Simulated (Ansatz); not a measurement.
# AlGaO (singlet): wave-function methods side by side, cc-pVDZ

One table from this session's results is given with a row withheld; the runs are named, their logs left out.

Method: cc-pVDZ, core rule «outside noble gas», up to 20 orbitals frozen; program: Ansatz 0.2.0, Gaussian basis.

Plan: UHF; CCSD(T) on RHF; CCSD(T) on UHF; BCCD(T) on RHF; CISD; CCSDT(Q) on RHF; CCSDT(Q) on UHF; CCSDTQ on RHF.

8 further runs of the same task are left out: 7 for a known fault of the program, 1 set aside as unsound or not needed.

**The system**

The geometry is a PBE0/def2-TZVP stationary point (not a proven minimum). No spin-orbit coupling is included. The filled d shell of Ga may be among the frozen orbitals whatever the setting's name suggests; the logs give the count.

3 atoms, charge 0, spin multiplicity 1.

Atoms are counted from 1 here; the program's logs count them from 0.

Bond lengths: Al1–Ga2 2.689 Å, Ga2–O3 1.662 Å. Angles: Al1–Ga2–O3 180.0°.

The first run:

in.yaml reads:

```yaml
crystal:
  periodic: [false, false, false]
  atoms:
    - {symbol: Al, position_ang: [0.000000, 0.000000, 2.346363]}
    - {symbol: Ga, position_ang: [0.000000, 0.000000, -0.342375]}
    - {symbol: O, position_ang: [0.000000, 0.000000, -2.003988]}
basis:
  gaussian: {orbitals: cc-pVDZ}
magnetization: {spin_polarized: true, initial_magnetization: 0}
hamiltonian: {xc: hf}
output: {orbitals: {seedname: orbitals}}
```

Command:

```sh
$ ansatz run in.yaml --threads 1 --pin off --events-out ev --progress --plain --max-ram 4096MiB --backend cpu
```

Steps of the session up to this table: UHF; CCSD(T) on RHF; CCSD(T) on UHF; BCCD(T) on RHF; CISD; CCSDT(Q) on RHF; CCSDT(Q) on UHF; CCSDTQ on RHF.

One of the session's tables, all rows but one given; the rest of the session is left out.

| method | from RCCSDT(Q) (kcal/mol) |
| --- | --- |
| RHF | +213.95 |
| UHF | +213.57 |
| RMP2 | +19.26 |
| UMP2 | +21.89 |
| RCCSD | +13.79 |
| UCCSD | ? |
| RCCSD(T) | +2.93 |
| UCCSD(T) | +2.92 |
| BCCD(T) | +2.63 |
| RCCSDT | +2.21 |
| UCCSDT | +2.22 |
| RCCSDT(Q) | 0 |
| UCCSDT(Q) | -0.06 |
| RCCSDTQ | +0.84 |

**Question.** Estimate the row for UCCSD.

**Answer.** from RCCSDT(Q) (kcal/mol): +13.86. In the column «from RCCSDT(Q) (kcal/mol)» it lies between RCCSD (+13.79) and RMP2 (+19.26).

Not comparable, so not listed: CISD (they don't share determinant, frozen orbitals or solution with the rows shown, or repeat one).

Limits of these values: Warnings: restricted reference is unstable; spin contamination; large T1 diagnostic. Restricted and unrestricted rows rest on different reference determinants; where their highest levels disagree by more than a few hundredths of an eV, they describe different states and don't form one ladder.
